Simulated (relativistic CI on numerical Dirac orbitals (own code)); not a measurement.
**Nb³⁺: one ion under different settings**

Aim: see what numerical and physical settings do to the SCF, the total energy and the lowest levels of Nb³⁺.

Program: relativistic CI on numerical Dirac orbitals (own code) version 3. Level of theory: Dirac-Coulomb-Breit CI, KLI orbitals optimised for each configuration, model QED (radiative potential, 1s self-energy scaled to tabulated hydrogen-like ionisation energies), numerical settings as typed. These are calculated values, not measurements, unless marked.

### Step 1. What is computed

```
ion            : Nb³⁺ (Nb IV)
nuclear charge : 41
electrons      : 38
isotope        : A = 93
```

### Step 2. Usual settings

Settings of the run:

```ini
atom Nb  Z=41  charge=3  electrons=38
nucleus A=93  rms_radius_fm=4.3240
hamiltonian dirac-coulomb  breit=on  qed=on  c_scale=1
orbitals kli  potential=per-configuration
slater_scale 1
correlation none
mixing on
grid step=0.0125 r_max=37.3
scf mixing=0.4 start=green max_iterations=150 tolerance=2e-08 node_fill=0.05
configurations
  [Kr] 4d2
end
```

Command:

```console
$ python run_levels.py task.json out
```

task.json lists these runs, among others, and the program works through them in turn.

### Step 3. Breit term off, nuclear radius 3.8916

Settings of the run:

```ini
atom Nb  Z=41  charge=3  electrons=38
nucleus A=93  rms_radius_fm=3.8916
hamiltonian dirac-coulomb  breit=off  qed=on  c_scale=1
orbitals kli  potential=per-configuration
slater_scale 1
correlation none
mixing on
grid step=0.0125 r_max=37.3
scf mixing=0.4 start=green max_iterations=150 tolerance=2e-08 node_fill=0.05
configurations
  [Kr] 4d2
end
```

### Step 4. Node fill 0

Settings of the run:

```ini
atom Nb  Z=41  charge=3  electrons=38
nucleus A=93  rms_radius_fm=4.3240
hamiltonian dirac-coulomb  breit=on  qed=on  c_scale=1
orbitals kli  potential=per-configuration
slater_scale 1
correlation none
mixing on
grid step=0.0125 r_max=37.3
scf mixing=0.4 start=green max_iterations=150 tolerance=2e-08 node_fill=0
configurations
  [Kr] 4d2
end
```

### Step 5. Breit term off

Settings of the run:

```ini
atom Nb  Z=41  charge=3  electrons=38
nucleus A=93  rms_radius_fm=4.3240
hamiltonian dirac-coulomb  breit=off  qed=on  c_scale=1
orbitals kli  potential=per-configuration
slater_scale 1
correlation none
mixing on
grid step=0.0125 r_max=37.3
scf mixing=0.4 start=green max_iterations=150 tolerance=2e-08 node_fill=0.05
configurations
  [Kr] 4d2
end
```

### Step 6. Slater scale 0.6

Changes to the settings of step 5:

```diff
@@ -2,5 +2,5 @@
 nucleus A=93  rms_radius_fm=4.3240
-hamiltonian dirac-coulomb  breit=off  qed=on  c_scale=1
+hamiltonian dirac-coulomb  breit=on  qed=on  c_scale=1
 orbitals kli  potential=per-configuration
-slater_scale 1
+slater_scale 0.6
 correlation none
```

### Step 7. Grid step 0.08

Settings of the run:

```ini
atom Nb  Z=41  charge=3  electrons=38
nucleus A=93  rms_radius_fm=4.3240
hamiltonian dirac-coulomb  breit=on  qed=on  c_scale=1
orbitals kli  potential=per-configuration
slater_scale 1
correlation none
mixing on
grid step=0.08 r_max=37.3
scf mixing=0.4 start=green max_iterations=95 tolerance=2e-08 node_fill=0.05
configurations
  [Kr] 4d2
end
```

### Step 8. Nuclear radius 432.4

Settings of the run:

```ini
atom Nb  Z=41  charge=3  electrons=38
nucleus A=93  rms_radius_fm=432.4000
hamiltonian dirac-coulomb  breit=on  qed=on  c_scale=1
orbitals kli  potential=per-configuration
slater_scale 1
correlation none
mixing on
grid step=0.0125 r_max=37.3
scf mixing=0.4 start=green max_iterations=55 tolerance=2e-08 node_fill=0.05
configurations
  [Kr] 4d2
end
```

(Steps that only read results are left out.)

What does the calculation give? Wanted: lowest level, usual settings; total energy; first excitation.

The runs gave:

| setting | total energy less usual (Ha) | largest shift of a level among the lowest eight of both runs, same label and place (cm⁻¹) | SCF iterations | time | lowest level | kind of change |
| --- | --- | --- | --- | --- | --- | --- |
| usual | 0 | 0 | 11 | 0.067 s | 4d2 3F2 | - |
| Breit term off, nuclear radius 3.8916 | -2.24 | 121 | 11 | 0.063 s | 4d2 3F2 | unphysical constant |
| node fill 0 | 0.0025 | 27.6 | 11 | 0.066 s | 4d2 3F2 | numerical |
| Breit term off | -2.23 | 121 | 11 | 0.061 s | 4d2 3F2 | model term |
| Slater scale 0.6 | 0.0132 | 6070 | 11 | 0.065 s | 4d2 3F2 | model term |
| grid step 0.08 | 0.00112 | 0.639 | 11 | 0.018 s | 4d2 3F2 | unsound |
| nuclear radius 432.4 | 175 | 189 | 11 | 0.065 s | 4d2 3F2 | unsound |

| quantity | value |
| --- | --- |
| lowest level, usual settings | 4d2 3F2 |
| total energy | -3812.9305 Ha |
| first excitation | 964.9 cm⁻¹ |

In words: Among the runs whose levels can be followed, they move most under «Slater scale 0.6» (model term), by up to 6070 cm⁻¹. Only the listed configurations are in the model. In a near-neutral ion this small CI can misplace whole configurations by 10,000 cm⁻¹ or more.
